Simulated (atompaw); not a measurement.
# Pseudopotential generation for hafnium: PAW (atompaw), PBEsol

Do these settings give a usable potential? It is generated, then checked for scattering, ghosts and hardness.

Method: atompaw 4.2.0.5, PBEsol, scalar-relativistic.

### 1 Settings

Typed settings, in words:

```json
{"element": "hafnium (Hf, Z = 72)", "type": "PAW", "frozen core": "[Xe] 4f14", "valence charge": "4", "reference configuration": "5d2.5 6s1.5 6p0", "partial waves": "6s (bound): rc 3.00 bohr; 6s channel at 0.45 Ry: rc 3.00 bohr; 6p (bound, empty): rc 3.00 bohr; 6p channel at 0.55 Ry: rc 3.00 bohr; 5d (bound): rc 3.00 bohr; 5d channel at 1.2 Ry: rc 2.05 bohr; 5f channel at 0.35 Ry: rc 3.00 bohr; 5f channel at 2.3 Ry: rc 3.00 bohr", "local potential": "troulliermartins scheme with l = 4 at -0.5 Ry, radius 2.45 bohr", "core correction": "smooth core density matched at 2.20 bohr", "augmentation charge": "sinc compensation charge, radius 2.20 bohr; PAW radius 3.00 bohr; waves and projectors: custom polynom vanderbiltortho"}
```

An earlier all-electron run gives the scale for the radii.

All-electron outer shells of the reference configuration (PBEsol, scalar-relativistic, ld1.x):

```csv
shell,level (eV),outermost node (bohr),outermost maximum (bohr)
5p,-34.89,0.60,1.16
4f,-16.11,–,0.45
6s,-4.92,1.37,2.93
5d,-2.32,0.67,1.71
6p,-1.30,1.67,4.10
```

### 2 Generation

Hf.input reads:

```
Hf 72
GGA-PBESOL scalarrelativistic loggrid 2001 logderivrange -2 5 176
6 6 5 4 0 0
6 0 1.5
6 1 0
5 2 2.5
0 0 0
c
c
c
c
c
v
c
c
c
c
v
c
c
v
c
3
3.00 2.20 2.45 2.20
y
0.45
n
y
0.55
n
y
1.2
n
y
0.35
y
2.3
n
custom polynom vanderbiltortho sinc
4 -0.5 troulliermartins
3.00
3.00
3.00
3.00
3.00
2.05
3.00
3.00
PWSCFOUT
UPFDX 0.0125d0 UPFXMIN -7.d0 UPFZMESH 72.d0
END
```

Command:

```sh
$ atompaw < Hf.input > Hf.log
```

Q: Predict the outcome of this session. Wanted: cutoffs for 10 and 1 mRy, occupied levels; bound ghosts; largest phase difference near zero energy, channels read; lowest eigenvalue of the overlap; share of valence orbitals outside the PAW sphere; UPF file.

As calculated:

| quantity | value |
| --- | --- |
| cutoffs for 10 and 1 mRy, occupied levels | 8 Ry and 12 Ry |
| bound ghosts | s at -163.73 eV, p at -34.08 eV |
| largest phase difference near zero energy, channels read | 0.007 rad |
| lowest eigenvalue of the overlap (Bessel basis) | 0.066 (s) |
| share of valence orbitals outside the PAW sphere | 6s 61 %, 6p 89 %, 5d 30 % |
| UPF file | written |

What this shows: A bound ghost (s, p) makes it unfit for use: electrons can fall into a state that the atom doesn't have. Close by lies the frozen 5p level (-34.9 eV). By its cutoff, 8 Ry for the looser tolerance, it is soft on the atom. The slowest occupied level is 5d: taken alone it needs 10 Ry to come within 1 mRy, against 6 Ry or less for 6s. Near zero energy the phases of the channels with partial waves agree within 0.007 rad. The pseudo curves have a pole with no partner nearby in the atom's: d at 1.75 Ry. At positive energy that is a spurious or a displaced resonance. These are tests on the free atom; a crystal test is still owed.
